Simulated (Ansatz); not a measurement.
# AsH2 (doublet): wave-function methods side by side at distance As1–H3 = 1.713 Å, cc-pVDZ

Aim: climb from Hartree-Fock through coupled cluster and multireference methods for AsH2 (doublet) at one geometry and basis, and see what each rung misses.

The runs use Ansatz 0.2.0, Gaussian basis; cc-pVDZ, core rule «outside noble gas», up to 14 orbitals frozen.

The runs, in order: UHF; CCSD(T) on ROHF; CCSD(T) on UHF; BCCD(T) on ROHF; CISD as a restricted active space (open shells left free, so some higher excitations enter); CCSDT(Q) on ROHF; CCSDT(Q) on UHF; CASSCF and MRCISD+Q, 3 electrons in 3 orbitals; CASSCF and NEVPT2, 3 electrons in 3 orbitals; CASSCF and MRCISD+Q, 7 electrons in 6 orbitals; CASSCF and NEVPT4(SD), 7 electrons in 6 orbitals; CASSCF and NEVPT2, 7 electrons in 6 orbitals; Full CI.

17 further runs of the same task are left out: 13 that didn't finish, 4 set aside as unsound or not needed. Runs told in other sessions of the task aren't counted.

### Step 1. What is computed

The geometry derives from a PBE0/def2-TZVP stationary point (not a proven minimum). One bond is set to the value named and the two fragments are kept rigid. No spin-orbit coupling is included. The filled d shell of As may be among the frozen orbitals whatever the setting's name suggests.

3 atoms, charge 0, spin multiplicity 2.

Atoms are counted from 1 here; the program's logs count them from 0.

Bond lengths: As1–H2 1.526 Å, As1–H3 1.713 Å. Angles: H2–As1–H3 90.7°.

### Step 2. UHF

Input file in.yaml:

```yaml
crystal:
  periodic: [false, false, false]
  atoms:
    - {symbol: As, position_ang: [0.000000, -0.029822, -0.001740]}
    - {symbol: H, position_ang: [0.000000, 1.042783, -1.087635]}
    - {symbol: H, position_ang: [0.000000, 1.173960, 1.216980]}
basis:
  gaussian: {orbitals: cc-pVDZ}
magnetization: {spin_polarized: true, initial_magnetization: 1}
hamiltonian: {xc: hf}
output: {orbitals: {seedname: orbitals}}
```

On the command line:

```
ansatz run in.yaml --threads 1 --pin off --events-out ev --progress --plain --max-ram 2393MiB
```

The runs that follow: CCSD(T) on ROHF; CCSD(T) on UHF; BCCD(T) on ROHF; CISD as a restricted active space (open shells left free, so some higher excitations enter); CCSDT(Q) on ROHF; CCSDT(Q) on UHF; CASSCF and MRCISD+Q, 3 electrons in 3 orbitals; CASSCF and NEVPT2, 3 electrons in 3 orbitals; CASSCF and MRCISD+Q, 7 electrons in 6 orbitals; CASSCF and NEVPT4(SD), 7 electrons in 6 orbitals; CASSCF and NEVPT2, 7 electrons in 6 orbitals; Full CI.

**Question.** What will the summary of the whole plan be? Wanted: FCI from the RHF energy; RMP2 from FCI; UMP2 from FCI; RCCSD from FCI; RCCSD(T) from FCI; UCCSD(T) from FCI; RCCSDT(Q) from FCI; UCCSDT(Q) from FCI; NEVPT2 pair from FCI.

As calculated:

| quantity | value |
| --- | --- |
| FCI from the ROHF energy | -3.6041 eV |
| RMP2 from FCI | +788.1 meV |
| UMP2 from FCI | +791.6 meV |
| RCCSD from FCI | +96.9 meV |
| RCCSD(T) from FCI | +19.5 meV |
| UCCSD(T) from FCI | +16.7 meV |
| RCCSDT(Q) from FCI | +0.3 meV |
| UCCSDT(Q) from FCI | -2.7 meV |
| NEVPT2 pair from FCI | +664.9 meV |
| MRCISD+Q pair from FCI | -21.6 meV |
| NEVPT2 valence from FCI | +595.3 meV |
| levels within 1 kcal/mol (43 meV) | RCCSD(T), UCCSD(T), BCCD(T), RCCSDT, UCCSDT, RCCSDT(Q), UCCSDT(Q), MRCISD+Q pair, MRCISD+Q valence |
| T1 diagnostic | 0.018 |
| effectively unpaired electrons | 1.06 |

**Reading.** RCCSD(T) misses by +19.5 meV, 0.5 % of the correlation energy. UCCSDT(Q), MRCISD+Q pair, MRCISD+Q valence fall below full CI: unrestricted runs freeze a spin-polarised core, another one than full CI's, and coupled cluster isn't variational. One determinant dominates. Of the multireference levels listed MRCISD+Q valence comes nearest in total energy (-12.1 meV), which doesn't show that its space is the better one. These misses are within one basis, not against nature; the frozen cores of restricted and unrestricted runs differ, which can shift their rows.

Levels on UHF freeze UHF's core orbitals, full CI those of ROHF, so the U rows can settle a little off it for that reason alone.

With open shells the CI space here admits some higher excitations, so it is larger than plain CISD.
